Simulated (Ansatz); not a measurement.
# BSiH2Cl (SMILES B[Si]Cl) at U-revPBE/STO-3G

What is the electronic atomisation energy of BSiH2Cl at U-revPBE/STO-3G? 

The calculation is run with Ansatz 0.2.0.

72 further runs of the same task are left out: 4 that didn't finish, 68 set aside as unsound or not needed.

## (1) The structure to begin with

The species is BSiH2Cl (5 atoms), meant as a triplet with charge 0. SMILES: `B[Si]Cl`. The coordinates come from a GFN2-xTB relaxation.

Bond lengths: B1–Si2 1.886 Å, Si2–Cl3 2.073 Å, B1–H4 1.174 Å, B1–H5 1.171 Å. Angles: B1–Si2–Cl3 123.8°, Si2–B1–H4 119.9°, Si2–B1–H5 120.3°, H4–B1–H5 119.8°.

## (2) The energy at U-revPBE/STO-3G

Contents of job.yaml:

```yaml
crystal:
  periodic: [false, false, false]
  atoms:
    - {symbol: B, position_ang: [-0.674100, 0.367960, -0.302510]}
    - {symbol: Si, position_ang: [0.334580, -1.081930, 0.357550]}
    - {symbol: Cl, position_ang: [2.311390, -0.930270, 0.961480]}
    - {symbol: H, position_ang: [-0.184480, 1.431210, -0.387430]}
    - {symbol: H, position_ang: [-1.787390, 0.213030, -0.629090]}
basis:
  gaussian: {orbitals: STO-3G}
magnetization: {spin_polarized: true, initial_magnetization: 2}
hamiltonian: {xc: {name: revPBE}}
accuracy: high
```

Started as:

```bash
ansatz run job.yaml --threads 1 --pin off --max-ram 2610MiB --events-out events.jsonl --progress --plain --runs-dir runs
```

Log:

```text
Warning: RAYON_NUM_THREADS=1 ignored (pool sized by the plan → 1); use --threads N
Functional definition: revPBE
  name "revPBE"
  parameter kappa = 1.245
  parameter beta = 0.06672455060314922
  exchange = pbe_x(kappa = kappa, mu = beta*pi^2/3)
  correlation = pbe_c(beta = beta)
452 factors; integrals over basis functions are off by at most 1.1e-8 eV
mean field evaluation 1: about -20864.2603 eV, gradient 1.6e1 eV
mean field evaluation 2: about -20856.8096 eV, gradient 3.3e1 eV
mean field evaluation 4: about -20866.8349 eV, gradient 3.0e0 eV
mean field evaluation 8: about -20866.8858 eV, gradient 1.5e-2 eV
mean field evaluation 16: about -20866.8858 eV, gradient 1.1e-6 eV
mean field -20866.88576917 eV, -766.8439079337 hartree, gradient 8.9e-8 eV, S^2 2.002596; 0 other end points of the search recorded, 0 dependent functions left out
reference -20866.88577158 eV, -766.8439080224 hartree; 20, 18 occupied and 5, 7 virtual orbitals, 452 factors
Total energy: -20866.88577158 eV, -766.8439080224 hartree
```

Run time: 2.3 s. Hardware: 1 thread of Arm Neoverse V1, shared host; peak memory 0.14 GiB.

## (3) The B atom at the same level

Contents of in.yaml:

```yaml
crystal:
  periodic: [false, false, false]
  atoms:
    - {symbol: B, position_ang: [0.000000, 0.000000, 0.000000]}
basis:
  gaussian:
    orbitals: STO-3G
magnetization:
  spin_polarized: true
  initial_magnetization: 1
hamiltonian:
  xc: {name: revPBE}
accuracy: high
```

Run the same way, it converges to -24.26814 Eh (log not shown).

## (4) The Cl atom

Contents of molecule.yaml:

```yaml
crystal:
  periodic: [false, false, false]
  atoms:
    - symbol: Cl
      position_ang: [0.000000, 0.000000, 0.000000]
basis:
  gaussian: {orbitals: STO-3G}
accuracy: high
magnetization: {spin_polarized: true, initial_magnetization: 1}
hamiltonian: {xc: {name: revPBE}}
```

Run the same way, it converges to -455.03639 Eh (log not shown).

## (5) The H atom at the same level

Changes to in.yaml since step 3:

```diff
@@ -3,3 +3,3 @@
   atoms:
-    - {symbol: B, position_ang: [0.000000, 0.000000, 0.000000]}
+    - {symbol: H, position_ang: [0.000000, 0.000000, 0.000000]}
 basis:
```

Started as:

```bash
ansatz run in.yaml --threads 1 --pin off --max-ram 2610MiB --events-out events.jsonl --progress --plain --runs-dir runs
```

Log:

```text
Warning: RAYON_NUM_THREADS=1 ignored (pool sized by the plan → 1); use --threads N
Functional definition: revPBE
  name "revPBE"
  parameter kappa = 1.245
  parameter beta = 0.06672455060314922
  exchange = pbe_x(kappa = kappa, mu = beta*pi^2/3)
  correlation = pbe_c(beta = beta)
1 factors; integrals over basis functions are off by at most 4.6e-10 eV
mean field evaluation 1: about -12.7921 eV, gradient 0.0e0 eV
mean field evaluation 2: about -12.7921 eV, gradient 0.0e0 eV
mean field -12.79208501 eV, -0.4701004535 hartree, gradient 0.0e0 eV, S^2 0.750000; 0 other end points of the search recorded, 0 dependent functions left out
reference -12.79208638 eV, -0.4701005037 hartree; 1, 0 occupied and 0, 1 virtual orbitals, 1 factors
Total energy: -12.79208638 eV, -0.4701005037 hartree
```

It took 0.08 s on 1 thread of Arm Neoverse V1, shared host.

## (6) The Si atom

Contents of job.yaml:

```yaml
crystal:
  periodic: [false, false, false]
  atoms:
    - {symbol: Si, position_ang: [0.000000, 0.000000, 0.000000]}
basis:
  gaussian: {orbitals: STO-3G}
magnetization: {spin_polarized: true, initial_magnetization: 2}
hamiltonian: {xc: {name: revPBE}}
accuracy: high
```

Run the same way, it converges to -285.87250 Eh (log not shown).

## (7) Results

At U-revPBE/STO-3G:

```
                     quantity          value
       molecule: total energy  -766.84391 Eh
               molecule: ⟨S²⟩          2.003
         B atom: total energy   -24.26814 Eh
                 B atom: ⟨S²⟩          0.750
        Cl atom: total energy  -455.03639 Eh
                Cl atom: ⟨S²⟩          0.750
         H atom: total energy    -0.47010 Eh
                 H atom: ⟨S²⟩          0.750
        Si atom: total energy  -285.87250 Eh
                Si atom: ⟨S²⟩          2.000
electronic atomisation energy      19.774 eV
```

What this shows: Taking the molecule apart into free atoms costs 19.77 eV (1908 kJ/mol), before zero-point energy and without spin-orbit coupling. In a minimal basis such a difference can be off by several eV, whatever the method.
